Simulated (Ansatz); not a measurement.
I need a rigid torsion scan of AlClH₂O₂, SMILES [OH][Al]([OH])[Cl]. Use Ansatz 0.2.0 through its Python package. Level of theory (for the species named): B3LYP, 6-31G* basis, multiplicity 1.

```yaml
atoms:
  - { symbol: O, position_ang: [-0.0273, 1.1920, -1.2070] }
  - { symbol: Al, position_ang: [0.0244, -0.3380, -0.2799] }
  - { symbol: O, position_ang: [1.2374, -0.5225, 1.0438] }
  - { symbol: Cl, position_ang: [-1.2801, -1.9848, -0.7497] }
  - { symbol: H, position_ang: [-0.7177, 1.7810, -0.7248] }
  - { symbol: H, position_ang: [0.8054, -0.1916, 1.8715] }
```

Script `torsion.py`:
```python
import ansatz as az
from ase import Atoms


def main() -> None:
    atoms = Atoms(['O', 'Al', 'O', 'Cl', 'H', 'H'], positions=[
        (-0.0273, 1.192, -1.207),
        (0.0244, -0.338, -0.2799),
        (1.2374, -0.5225, 1.0438),
        (-1.2801, -1.9848, -0.7497),
        (-0.7177, 1.781, -0.7248),
        (0.8054, -0.1916, 1.8715),
    ])

    first = (
        az.Crystal.molecule_from_ase(atoms).calculation()
        .basis(gaussian='6-31G*')
        .functional('b3lyp')
        .relax(force_tolerance=0.02, max_steps=80)
    )
    atoms.positions = first.run(threads=1).report['positions_ang']

    start = atoms.get_dihedral(0, 1, 2, 5)
    energies = {}
    for turn in range(0, 360, 40):
        turned = atoms.copy()
        turned.set_dihedral(0, 1, 2, 5, start + turn, indices=[2, 5])
        base = (
            az.Crystal.molecule_from_ase(turned).calculation()
            .basis(gaussian='6-31G*')
            .functional('b3lyp')
        )
        energies[round((start + turn) % 360)] = base.run(threads=1).report['free_energy_ev']
    floor = min(energies.values())
    print('dihedral O0-Al1-O2-H5 (deg)   E - E(min) (kJ/mol)')
    for angle, e in sorted(energies.items()):
        print(f'{angle:8d} {96.485332 * (e - floor):14.3f}  ' + '#' * int(30 * (e - floor) / max(max(energies.values()) - floor, 1e-9)))


if __name__ == '__main__':
    main()
```

```console
$ python torsion.py
dihedral O0-Al1-O2-H5 (deg)   E - E(min) (kJ/mol)
      19          0.622  #
      59          8.079  ######################
      99         10.883  ##############################
     139          4.730  #############
     179          0.000
     219          4.369  ############
     259         10.691  #############################
     299          8.302  ######################
     339          0.816  ##
```

Notes:
- The scan is rigid and the energies are electronic, in a modest basis. With rigid groups the curve can differ much from the relaxed path, the start wasn't checked as a minimum of this torsion, and equivalent turns needn't return to the same energy.
- b3lyp holds the VWN-RPA fit, as in Gaussian; the form of ORCA and Turbomole is b3lyp5.
- It ran for 55 s on 1 thread of Arm Neoverse V1, with other jobs on the host, peak memory 0.21 GiB.
